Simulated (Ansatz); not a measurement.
# NSF3 (thiazyl trifluoride) at CAM-B3LYP/def2-SVPD

Aim: the electronic atomisation energy of NSF3 (thiazyl trifluoride) at CAM-B3LYP/def2-SVPD, from 4 runs. 

The calculation is run with Ansatz 0.2.0.

50 further runs of the same task are left out: 8 that didn't finish, 42 set aside as unsound or not needed.

### Step 1. The system as given

NSF3: 5 atoms, total charge 0, spin state singlet. SMILES: `N#S(F)(F)F`. The coordinates come from a PBE0-D4/def2-TZVP relaxation.

Bond lengths: N1–S2 1.409 Å, S2–F3 1.555 Å, S2–F4 1.555 Å, S2–F5 1.555 Å. Angles: N1–S2–F3 122.6°, N1–S2–F4 122.6°, N1–S2–F5 122.6°, F3–S2–F4 93.7°, F3–S2–F5 93.7°, F4–S2–F5 93.7°.

### Step 2. A single-point energy at CAM-B3LYP/def2-SVPD

Input file input.yaml:

```yaml
crystal:
  periodic: [false, false, false]
  atoms:
    - {symbol: "N", position_ang: [-0.349630, -0.004150, 1.591380]}
    - {symbol: S, position_ang: [-0.047340, -0.000560, 0.215490]}
    - {symbol: F, position_ang: [1.023370, -0.939300, -0.408980]}
    - {symbol: F, position_ang: [-1.108620, -0.317610, -0.875740]}
    - {symbol: F, position_ang: [0.482210, 1.261610, -0.522150]}
basis:
  gaussian:
    orbitals: def2-SVPD
hamiltonian:
  xc: {name: CAM-B3LYP}
accuracy: high
output: {orbitals: {seedname: orbitals}}
```

On the command line:

```sh
$ ansatz run input.yaml --threads 1 --pin off --max-ram 3480MiB --events-out events.jsonl --progress --plain --runs-dir runs
```

Log:

```text
Warning: RAYON_NUM_THREADS=1 ignored (pool sized by the plan → 1); use --threads N
Functional definition: CAM-B3LYP
  name "CAM-B3LYP"
  parameter alpha = 0.19
  parameter beta = 0.46
  parameter omega = 0.33/bohr
  parameter ac = 0.81
  exchange = (1 - alpha - beta)*b88_x + beta*b88_x_sr(omega) + alpha*exact_x + beta*exact_x_lr(omega)
  correlation = (1 - ac)*vwn5_c + ac*lyp_c
2313 factors; integrals over basis functions are off by at most 2.8e-9 eV
501 factors; integrals over basis functions are off by at most 1.5e-9 eV
mean field evaluation 1: about -20449.1362 eV, gradient 7.3e1 eV
mean field evaluation 2: about -20430.4801 eV, gradient 1.2e2 eV
mean field evaluation 4: about -20458.8746 eV, gradient 5.2e0 eV
mean field evaluation 8: about -20459.1777 eV, gradient 1.9e-1 eV
mean field evaluation 16: about -20459.1778 eV, gradient 4.6e-5 eV
mean field -20459.17783398 eV, -751.8609176700 hartree, gradient 4.3e-8 eV, S^2 0.000000; 0 other end points of the search recorded, 0 dependent functions left out
reference -20459.17785174 eV, -751.8609183225 hartree; 25, 25 occupied and 91, 91 virtual orbitals, 2313 factors
Total energy: -20459.17785174 eV, -751.8609183225 hartree
```

It took 11 s on 1 thread of Arm Neoverse V2, shared host; peak memory 0.49 GiB.

### Step 3. The F atom, same level

Input file molecule.yaml:

```yaml
crystal:
  periodic: [false, false, false]
  atoms:
    - {symbol: F, position_ang: [0.000000, 0.000000, 0.000000]}
basis:
  gaussian:
    orbitals: def2-SVPD
magnetization:
  spin_polarized: true
  initial_magnetization: 1
hamiltonian:
  xc: {name: CAM-B3LYP}
accuracy: high
```

Run the same way, it converges to -99.62981 Eh (log not shown).

### Step 4. The N atom

Input file molecule.yaml:

```yaml
crystal:
  periodic: [false, false, false]
  atoms:
    - {symbol: "N", position_ang: [0.000000, 0.000000, 0.000000]}
basis:
  gaussian: {orbitals: def2-SVPD}
magnetization: {spin_polarized: true, initial_magnetization: 3}
hamiltonian: {xc: {name: CAM-B3LYP}}
accuracy: high
```

Run the same way, it converges to -54.51748 Eh (log not shown).

### Step 5. The S atom at the same level

Input file input.yaml:

```yaml
crystal:
  periodic: [false, false, false]
  atoms:
    - symbol: S
      position_ang: [0.000000, 0.000000, 0.000000]
basis:
  gaussian: {orbitals: def2-SVPD}
accuracy: high
magnetization: {spin_polarized: true, initial_magnetization: 2}
hamiltonian: {xc: {name: CAM-B3LYP}}
```

Run the same way, it converges to -397.99608 Eh (log not shown).

### Step 6. Results

Level: CAM-B3LYP/def2-SVPD.

| quantity | value |
| --- | --- |
| molecule: total energy | -751.86092 Eh |
| molecule: HOMO energy | -11.31 eV |
| molecule: LUMO energy | -0.55 eV |
| molecule: HOMO–LUMO gap | 10.76 eV |
| F atom: total energy | -99.62981 Eh |
| F atom: ⟨S²⟩ | 0.752 |
| N atom: total energy | -54.51748 Eh |
| N atom: ⟨S²⟩ | 3.754 |
| S atom: total energy | -397.99608 Eh |
| S atom: ⟨S²⟩ | 2.003 |
| electronic atomisation energy | 12.461 eV |

What this shows: Taking the molecule apart into free atoms costs 12.46 eV (287 kcal/mol), before zero-point energy and without spin-orbit coupling.
